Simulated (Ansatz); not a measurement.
Run this with the Python package of Ansatz (0.2.0) and show what comes out.

`run_methods.py`
```python
import logging
import sys

import ansatz as az

logging.basicConfig(stream=sys.stdout, format="[%(levelname)s] %(message)s")
logger = logging.getLogger("calc")
logger.setLevel(logging.INFO)

config = {
    "basis_set": "def2-SVP",
}

GEOMETRY = """
N    -0.51410    1.64130   -1.27110
Al    0.75480    0.54790   -0.49990
Ge    0.04520   -1.24340    0.99170
F    -0.91270   -2.33880    0.14770
H    -1.09650    2.10580   -0.51230
H    -1.22420    1.08120   -1.80170
H     2.33140    0.77810   -0.82510
H    -0.63220   -0.62430    2.21450
H     1.33670   -1.99400    1.53910
"""


def main() -> None:
    system = az.Crystal.molecule()
    for line in GEOMETRY.strip().splitlines():
        symbol, *xyz = line.split()
        system = system.atom(symbol, [float(v) for v in xyz])

    calc = system.calculation().basis(gaussian=config["basis_set"])

    methods = ["mp2", "ccsd", "ccsd_t"]
    batch = az.Session.batch([calc.correlation(m).input() for m in methods])
    reports = sorted(batch.plan().execute().molecular_reports, key=lambda each: each["member"])
    logger.info(f"Hartree-Fock reference {reports[0]['reference_energy_ev'] / 27.211386246:.6f} Ha")
    best = reports[-1]["free_energy_ev"] - reports[-1]["reference_energy_ev"]
    for method, each in zip(methods, reports):
        gained = each["free_energy_ev"] - each["reference_energy_ev"]
        logger.info(f"{method:8s} total {each['free_energy_ev'] / 27.211386246:.6f} Ha  correlation {gained:9.4f} eV  ({100 * gained / best:.1f} % of the last)")


if __name__ == "__main__":
    main()
```

```console
$ python run_methods.py
[INFO] Hartree-Fock reference -2473.652886 Ha
[INFO] mp2      total -2474.305093 Ha  correlation  -17.7475 eV  (93.5 % of the last)
[INFO] ccsd     total -2474.334793 Ha  correlation  -18.5556 eV  (97.7 % of the last)
[INFO] ccsd_t   total -2474.350760 Ha  correlation  -18.9901 eV  (100.0 % of the last)
```

Notes:
- Total energies depend on the basis set; only differences at equal settings carry meaning.
- The geometry is a force-field or estimated start, not a minimum of this method, and the basis set is short of its limit. A lower total doesn't mark the better method: functionals have no common bound, and MP2 and coupled cluster aren't variational.
- Inner cores stay frozen; a filled d shell under the valence of the heavier atoms is correlated with it.
